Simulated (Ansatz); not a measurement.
# C₂H₈FNSi: one species, many methods

An exercise on one series of results from a longer session: the logs are not shown, and one member is left open.

The runs use Ansatz 0.2.0, Gaussian basis; functionals in def2-TZVPP, the program's frozen cores in correlated methods.

Levels to be run: PBE-D4, r2SCAN-D4, PBE0-D4, B3LYP-D4, ωB97X-V, ωB97M-V, B2PLYP; CCSD(T)/def2-TZVPP; MP2/def2-QZVPP; extrapolation to the limit.

## Structure used throughout

All runs share one geometry, relaxed beforehand with PBE0-D4 in a triple-zeta def2 set.

SMILES `N[SiH2]CCF`, 13 atoms, charge 0, spin multiplicity 1.

Atoms are counted from 1 here; the program's logs count them from 0.

Bond lengths: N1–Si2 1.719 Å, N1–H6 1.008 Å, N1–H7 1.007 Å, Si2–C3 1.877 Å, Si2–H8 1.496 Å, Si2–H9 1.488 Å, C3–C4 1.504 Å, C3–H10 1.094 Å, C3–H11 1.097 Å, C4–F5 1.389 Å, C4–H12 1.095 Å, C4–H13 1.095 Å. Angles: Si2–N1–H6 120.3°, Si2–N1–H7 119.2°, H6–N1–H7 110.6°, N1–Si2–C3 108.7°, N1–Si2–H8 115.2°, N1–Si2–H9 106.6°, C3–Si2–H8 107.6°, C3–Si2–H9 111.5°, H8–Si2–H9 107.3°, Si2–C3–C4 114.1°, Si2–C3–H10 108.1°, Si2–C3–H11 107.9°, C4–C3–H10 110.2°, C4–C3–H11 109.2°, H10–C3–H11 107.1°, C3–C4–F5 110.7°, C3–C4–H12 111.7°, C3–C4–H13 111.6° and more.

Set-up of the first run:

Input file in.yaml:

```yaml
crystal:
  periodic: [false, false, false]
  atoms:
    - {symbol: N, position_ang: [-0.408605, 1.929361, 1.284942]}
    - {symbol: Si, position_ang: [-0.623348, 0.856837, -0.041359]}
    - {symbol: C, position_ang: [0.481789, -0.639710, 0.210156]}
    - {symbol: C, position_ang: [0.423793, -1.641385, -0.910228]}
    - {symbol: F, position_ang: [1.292115, -2.698601, -0.669193]}
    - {symbol: H, position_ang: [0.500142, 2.315981, 1.484528]}
    - {symbol: H, position_ang: [-1.132611, 2.595206, 1.501067]}
    - {symbol: H, position_ang: [-0.305401, 1.432802, -1.385370]}
    - {symbol: H, position_ang: [-2.061771, 0.476688, -0.052726]}
    - {symbol: H, position_ang: [0.202326, -1.114655, 1.155433]}
    - {symbol: H, position_ang: [1.512494, -0.282541, 0.321522]}
    - {symbol: H, position_ang: [0.717878, -1.196300, -1.865931]}
    - {symbol: H, position_ang: [-0.578402, -2.068383, -1.017941]}
basis:
  gaussian: {orbitals: def2-TZVPP}
hamiltonian: {xc: pbe, dispersion: d4}
output: {forces: true, orbitals: {seedname: orbitals}}
```

Started as:

```sh
$ ansatz run in.yaml --threads 4 --pin off --events-out ev --progress --plain --max-ram 10444MiB
```

Among the steps run: PBE-D4 (GGA); r2SCAN-D4 (meta-GGA); PBE0-D4 (hybrid); B3LYP-D4 (hybrid); ωB97X-V (range-separated); ωB97M-V (range-separated); B2PLYP (double hybrid); CCSD(T) in def2-TZVPP; MP2 in def2-QZVPP.

One of the session's tables, all rows but one given; the rest of the session is left out.

```
            method  atomisation energy (kJ/mol)
            PBE-D4                       4768.3
         r2SCAN-D4                       4695.9
           PBE0-D4                       4696.7
          B3LYP-D4                       4707.6
           ωB97X-V                       4723.3
           ωB97M-V                            ?
            B2PLYP                       4653.7
     HF/def2-TZVPP                       3431.5
    MP2/def2-TZVPP                       4628.5
   CCSD/def2-TZVPP                       4522.4
CCSD(T)/def2-TZVPP                       4580.6
           MP2/CBS                       4753.7
       CCSD(T)/CBS                       4705.8
```

**Question.** Estimate the row for ωB97M-V.

**Answer.** atomisation energy (kJ/mol): 4719.4. In the column «atomisation energy (kJ/mol)» it lies between B3LYP-D4 (4707.6) and ωB97X-V (4723.3).
